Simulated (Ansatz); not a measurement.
# CH4ClGeO (SMILES [CH3][Ge]([OH])[Cl]): USVWN5/6-31G(d) (spherical functions)

What is the energy change on altering one bond length of CH4ClGeO at USVWN5/6-31G* (spherical functions)? 

The calculation is run with Ansatz 0.2.0.

122 further runs of the same task are left out: 122 set aside as unsound or not needed.

## Step 1: The molecule

The species is CH4ClGeO (8 atoms), meant as a doublet with charge 0. SMILES: `[CH3][Ge]([OH])[Cl]`. The shape is that of a PBE0-D4/def2-TZVP optimisation. This is one conformer, not always the lowest.

Bond lengths: C1–Ge2 1.958 Å, Ge2–O3 1.780 Å, Ge2–Cl4 2.184 Å, C1–H5 1.090 Å, C1–H6 1.092 Å, C1–H7 1.089 Å, O3–H8 0.961 Å. Angles: C1–Ge2–O3 104.8°, C1–Ge2–Cl4 109.0°, O3–Ge2–Cl4 106.9°, Ge2–C1–H5 109.2°, Ge2–C1–H6 107.2°, Ge2–C1–H7 109.9°, Ge2–O3–H8 113.2°, H5–C1–H6 110.0°, H5–C1–H7 110.2°, H6–C1–H7 110.2°.

## Step 2: The energy at USVWN5/6-31G(d) (spherical functions)

The input, run.yaml:

```yaml
crystal:
  periodic: [false, false, false]
  atoms:
    - {symbol: C, position_ang: [0.070000, 1.235100, -0.045900]}
    - {symbol: Ge, position_ang: [-0.661500, -0.553500, 0.272700]}
    - {symbol: O, position_ang: [0.714600, -1.504600, 0.880000]}
    - {symbol: Cl, position_ang: [-1.247100, -1.432100, -1.639400]}
    - {symbol: H, position_ang: [0.419500, 1.652400, 0.898100]}
    - {symbol: H, position_ang: [0.906900, 1.122600, -0.737600]}
    - {symbol: H, position_ang: [-0.694800, 1.876200, -0.480900]}
    - {symbol: H, position_ang: [0.584600, -2.453200, 0.797100]}
basis:
  gaussian: {orbitals: 6-31G_st_-spherical.json}
magnetization: {spin_polarized: true, initial_magnetization: 1}
hamiltonian: {xc: {name: SVWN5}}
accuracy: high
output: {orbitals: {seedname: orbitals}}
```

The basis set 6-31G* is read from a file made from the Basis Set Exchange's data (not shown).

On the command line:

```console
$ ansatz run run.yaml --threads 1 --pin off --max-ram 3480MiB --events-out events.jsonl --progress --plain --runs-dir runs
```

The log of the run:

```text
Warning: RAYON_NUM_THREADS=1 ignored (pool sized by the plan → 1); use --threads N
Functional definition: SVWN5
  name "SVWN5"
  exchange = slater_x
  correlation = vwn5_c
1884 factors; integrals over basis functions are off by at most 7.8e-9 eV
mean field evaluation 1: about -72020.1226 eV, gradient 5.4e1 eV
mean field evaluation 2: about -71951.3364 eV, gradient 1.3e2 eV
mean field evaluation 4: about -72031.1282 eV, gradient 9.6e0 eV
mean field evaluation 8: about -72031.5556 eV, gradient 2.9e-1 eV
mean field evaluation 16: about -72031.5560 eV, gradient 2.6e-5 eV
mean field -72031.55595984 eV, -2647.1108567818 hartree, gradient 3.4e-8 eV, S^2 0.750807; 0 other end points of the search recorded, 0 dependent functions left out
reference -72031.55596302 eV, -2647.1108568989 hartree; 34, 33 occupied and 52, 53 virtual orbitals, 1884 factors
Total energy: -72031.55596302 eV, -2647.1108568989 hartree
```

Wall time 6.3 s (1 thread of Arm Neoverse V2, shared host); peak memory 0.25 GiB.

## Step 3: The distorted shape at the same level

The input, input.yaml:

```yaml
crystal:
  periodic: [false, false, false]
  atoms:
    - {symbol: C, position_ang: [-0.342823, 1.520425, -0.228087]}
    - {symbol: Ge, position_ang: [-1.074323, -0.268175, 0.090513]}
    - {symbol: O, position_ang: [0.714600, -1.504600, 0.880000]}
    - {symbol: Cl, position_ang: [-1.659923, -1.146775, -1.821587]}
    - {symbol: H, position_ang: [0.006677, 1.937725, 0.715913]}
    - {symbol: H, position_ang: [0.494077, 1.407925, -0.919787]}
    - {symbol: H, position_ang: [-1.107623, 2.161525, -0.663087]}
    - {symbol: H, position_ang: [0.584600, -2.453200, 0.797100]}
basis:
  gaussian:
    orbitals: 6-31G_st_-spherical.json
magnetization:
  spin_polarized: true
  initial_magnetization: 1
hamiltonian:
  xc: {name: SVWN5}
accuracy: high
output: {orbitals: {seedname: orbitals}}
```

The basis set 6-31G* is read from a file made from the Basis Set Exchange's data (not shown).

On the command line:

```console
$ ansatz run input.yaml --threads 1 --pin off --max-ram 3480MiB --events-out events.jsonl --progress --plain --runs-dir runs
```

The log of the run:

```text
Warning: RAYON_NUM_THREADS=1 ignored (pool sized by the plan → 1); use --threads N
Functional definition: SVWN5
  name "SVWN5"
  exchange = slater_x
  correlation = vwn5_c
1856 factors; integrals over basis functions are off by at most 4.5e-9 eV
mean field evaluation 1: about -72016.2657 eV, gradient 5.7e1 eV
mean field evaluation 2: about -71840.6613 eV, gradient 1.4e2 eV
mean field evaluation 4: about -72029.3722 eV, gradient 1.0e1 eV
mean field evaluation 8: about -72030.1020 eV, gradient 7.8e-1 eV
mean field evaluation 16: about -72030.0970 eV, gradient 4.9e-4 eV
mean field evaluation 32: about -72029.5481 eV, gradient 2.7e0 eV
mean field -72030.09697952 eV, -2647.0572402439 hartree, gradient 7.1e-9 eV, S^2 0.752260; 1 other end points of the search recorded, 0 dependent functions left out
reference -72030.09698272 eV, -2647.0572403615 hartree; 34, 33 occupied and 52, 53 virtual orbitals, 1856 factors
Total energy: -72030.09698272 eV, -2647.0572403615 hartree
```

Run time: 6.6 s. Hardware: 1 thread of Arm Neoverse V2, shared host; peak memory 0.24 GiB.

## Step 4: What came out

At USVWN5/6-31G* (spherical functions):

```
                                                          quantity           value
                                         first shape: total energy  -2647.11086 Eh
                   first shape: HOMO energy (highest over α and β)        -4.99 eV
                    first shape: LUMO energy (lowest over α and β)        -4.16 eV
                                                 first shape: ⟨S²⟩           0.751
                                     distorted shape: total energy  -2647.05724 Eh
               distorted shape: HOMO energy (highest over α and β)        -5.55 eV
                distorted shape: LUMO energy (lowest over α and β)        -4.83 eV
                                             distorted shape: ⟨S²⟩           0.752
energy change with the Ge2–O3 bond stretched from 1.780 to 2.313 Å        1.459 eV
```

With the Ge2–O3 bond stretched from 1.780 to 2.313 Å the energy rises by 1.46 eV (34 kcal/mol). The first shape isn't relaxed at this level, so the change isn't measured from a minimum.
